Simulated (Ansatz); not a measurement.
# SiH₄Br (doublet): wave-function methods side by side at distance Br1–H2 along a hydrogen transfer = 2.243 Å, cc-pVDZ

How much of the correlation energy of SiH₄Br (doublet) does each wave-function method recover here?

The runs use Ansatz 0.2.0, Gaussian basis; cc-pVDZ, core rule «outside noble gas», up to 19 orbitals frozen.

The runs, in order: UHF; CCSD(T) on ROHF; CCSD(T) on UHF; BCCD(T) on ROHF; CISD; CCSDT(Q) on ROHF; CCSDT(Q) on UHF; CASSCF and MRCISD+Q, 3 electrons in 3 orbitals; CASSCF and NEVPT2, 3 electrons in 3 orbitals; CASSCF and MRCISD+Q, 15 electrons in 12 orbitals; CASSCF and NEVPT2, 15 electrons in 12 orbitals.

## Step 1: What is computed

The geometry derives from fragments relaxed apart (PBE0/def2-TZVP) and kept rigid, so it is no stationary point. A hydrogen atom is moved between rigid fragments. No spin-orbit coupling is included. The filled d shell of Br may be among the frozen orbitals whatever the setting's name suggests; the logs give the count.

6 atoms, charge 0, spin multiplicity 2.

Atoms are counted from 1 here; the program's logs count them from 0.

Bond lengths: H2–Si3 1.440 Å, Si3–H4 1.486 Å, Si3–H5 1.486 Å, Si3–H6 1.486 Å. Angles: H2–Si3–H4 107.6°, H2–Si3–H5 107.6°, H2–Si3–H6 107.6°, H4–Si3–H5 111.3°, H4–Si3–H6 111.3°, H5–Si3–H6 111.3°.

## Step 2: UHF

The input, in.yaml:

```yaml
crystal:
  periodic: [false, false, false]
  atoms:
    - {symbol: Br, position_ang: [-1.055131, 0.000000, 0.000000]}
    - {symbol: H, position_ang: [1.187869, 0.000000, 0.000000]}
    - {symbol: Si, position_ang: [2.627869, -0.000001, 0.000001]}
    - {symbol: H, position_ang: [3.077843, -1.416254, 0.000001]}
    - {symbol: H, position_ang: [3.077844, 0.708126, -1.226510]}
    - {symbol: H, position_ang: [3.077843, 0.708126, 1.226512]}
basis:
  gaussian: {orbitals: cc-pVDZ}
magnetization: {spin_polarized: true, initial_magnetization: 1}
hamiltonian: {xc: hf}
output: {orbitals: {seedname: orbitals}}
```

Command:

```bash
> ansatz run in.yaml --threads 1 --pin off --events-out ev --progress --plain --max-ram 2816MiB --backend cpu
```

After this run come: CCSD(T) on ROHF; CCSD(T) on UHF; BCCD(T) on ROHF; CISD; CCSDT(Q) on ROHF; CCSDT(Q) on UHF; CASSCF and MRCISD+Q, 3 electrons in 3 orbitals; CASSCF and NEVPT2, 3 electrons in 3 orbitals; CASSCF and MRCISD+Q, 15 electrons in 12 orbitals; CASSCF and NEVPT2, 15 electrons in 12 orbitals.

**Question.** What will the summary of the whole plan be? Wanted: UCCSDT(Q) below the RHF energy; RMP2 from UCCSDT(Q); UMP2 from UCCSDT(Q); RCCSD from UCCSDT(Q); RCCSD(T) from UCCSDT(Q); UCCSD(T) from UCCSDT(Q); RCCSDT(Q) from UCCSDT(Q); NEVPT2 pair from UCCSDT(Q); MRCISD+Q pair from UCCSDT(Q).

The runs gave:

| quantity | value |
| --- | --- |
| UCCSDT(Q) below the RHF energy | -7.2691 eV |
| RMP2 from UCCSDT(Q) | +30.60 kcal/mol |
| UMP2 from UCCSDT(Q) | +30.94 kcal/mol |
| RCCSD from UCCSDT(Q) | +3.10 kcal/mol |
| RCCSD(T) from UCCSDT(Q) | +0.69 kcal/mol |
| UCCSD(T) from UCCSDT(Q) | +0.64 kcal/mol |
| RCCSDT(Q) from UCCSDT(Q) | +0.05 kcal/mol |
| NEVPT2 pair from UCCSDT(Q) | +30.70 kcal/mol |
| MRCISD+Q pair from UCCSDT(Q) | +0.86 kcal/mol |
| NEVPT2 valence from UCCSDT(Q) | +36.83 kcal/mol |
| levels within 1 kcal/mol (43 meV) | RCCSD(T), UCCSD(T), BCCD(T), RCCSDT, UCCSDT, RCCSDT(Q), MRCISD+Q pair, MRCISD+Q valence |
| T1 diagnostic | 0.013 |
| effectively unpaired electrons | 1.01 |

RCCSD(T) misses by +0.69 kcal/mol, 0.4 % of the correlation energy. One determinant dominates. Of the multireference levels listed MRCISD+Q pair comes nearest in total energy (+0.86 kcal/mol), which doesn't show that its space is the better one. These misses are within one basis, not against nature; the frozen cores of restricted and unrestricted runs differ, which can shift their rows.
